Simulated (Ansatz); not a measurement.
# ClGaH7NSi: the cost of one run

All numbers below are computed with Ansatz 0.2.0 (RHF/def2-SVP).

### 1 The structure to begin with

Bond lengths: Ga1–Cl2 2.590 Å, Ga1–H3 1.570 Å, Ga1–N4 1.930 Å, N4–H5 1.060 Å, N4–H6 1.060 Å, Ga1–Si7 2.630 Å, Si7–H8 1.460 Å, Si7–H9 1.460 Å, Si7–H10 1.460 Å, Cl2–H11 1.543 Å, Si7–H11 1.642 Å. Angles (14 of 21 angles, heavy atoms first): Cl2–Ga1–N4 120.0°, Cl2–Ga1–Si7 71.6°, N4–Ga1–Si7 92.8°, Ga1–Cl2–H11 71.8°, Cl2–Ga1–H3 120.0°, H3–Ga1–N4 120.0°, H3–Ga1–Si7 105.4°, Ga1–N4–H5 120.0°, Ga1–N4–H6 120.0°, Ga1–Si7–H8 109.5°, Ga1–Si7–H9 109.5°, Ga1–Si7–H10 109.5°, Ga1–Si7–H11 69.5°, Cl2–H11–Si7 147.1°.

Coordinates:

```xyz
11

Ga    0.0000    0.0000    0.0000
Cl    0.0000    0.0000    2.5900
H     1.3596    0.0000   -0.7850
N    -1.6714    0.0000   -0.9650
H    -2.3403   -0.8164   -0.8664
H    -1.9204    0.8164   -1.5936
Si   -0.3289    2.4741    0.8293
H    -1.6858    2.9154    0.5200
H    -0.1144    2.5370    2.2721
H     0.6306    3.3451    0.1568
H    -0.1931    1.4523    2.1071
```

### 2 A restrained relaxation towards end A

Springs on the bonds that form and break draw the guess towards this end; the thresholds are loose.

Contents of input.yaml:

```yaml
crystal:
  periodic: [false, false, false]
  atoms:
    - { symbol: Ga, position_ang: [0.0, 0.0, 0.0] }
    - { symbol: Cl, position_ang: [0.0, 0.0, 2.59] }
    - { symbol: H, position_ang: [1.3596, 0.0, -0.785] }
    - { symbol: "N", position_ang: [-1.6714, 0.0, -0.965] }
    - { symbol: H, position_ang: [-2.3403, -0.8164, -0.8664] }
    - { symbol: H, position_ang: [-1.9204, 0.8164, -1.5936] }
    - { symbol: Si, position_ang: [-0.3289, 2.4741, 0.8293] }
    - { symbol: H, position_ang: [-1.6858, 2.9154, 0.52] }
    - { symbol: H, position_ang: [-0.1144, 2.537, 2.2721] }
    - { symbol: H, position_ang: [0.6306, 3.3451, 0.1568] }
    - { symbol: H, position_ang: [-0.1931, 1.4523, 2.1071] }
basis:
  gaussian: { orbitals: def2-SVP }
hamiltonian:
  xc: hf
relax:
  f_tol: 0.15
  max_steps: 25
  restrain:
    - { distance: [0, 6], at: 3.53, k: 30.0 }
    - { distance: [10, 1], at: 2.57, k: 30.0 }
    - { distance: [0, 1], at: 2.24, k: 30.0 }
    - { distance: [10, 6], at: 1.46, k: 30.0 }
```

Run with:

```
ansatz run input.yaml --threads 2 --pin off --max-ram 3072MiB --backend cpu --events-out ev --progress --plain --runs-dir out
```

Q: Estimate wall time and peak memory on 2 threads of Arm Neoverse V2, shared host.

About 37 s, with a peak of 0.28 GiB.
